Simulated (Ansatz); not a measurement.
NbTe, 2 atoms in the cell. Symmetry: P-6m2, No. 187, hexagonal system. The conventional cell has a = 3.703 Å, b = 3.703 Å, c = 3.694 Å, α = 90.00°, β = 90.00°, γ = 120.00°. Around Te (site symmetry -6m2) lie 6 Nb at 2.83 Å. Nb (site symmetry -6m2) is surrounded by 6 Te at 2.83 Å. The cell comes from a database or a generator and needn't be the stable form of this composition.

| Item | Value |
| --- | --- |
| Program | Ansatz 0.2.0 |
| Task | single point |
| Functional | HSE06 form with a typed share of exact exchange |
| Potentials or basis | Ansatz PAW |
| Cutoff | 420 eV (not typed: the program's choice for these potentials) |
| k mesh | 4 × 4 × 4 |
| Occupations | fermi-dirac, width 0.05 eV |
| Spin | no spin polarisation |
| Screening (1/Å) | 0.1 |
| Share of exact exchange | 0.25 |

Potentials or basis: Ansatz PAW.

The run is started by

```sh
$ ansatz run input.yaml --threads 2 --pin off --max-ram 5632MiB --backend cpu --events-out ev --progress --plain --runs-dir out
```

Hardware: 2 threads of Arm Neoverse V1, with other jobs on the host.

Question: Estimate the wall time of this run.

Answer: Run time: 14 s on 2 threads of Arm Neoverse V1, with other jobs on the host, peak memory 0.76 GiB. Counts: scf iterations 22, plane waves 865, k points 12, bands 19.
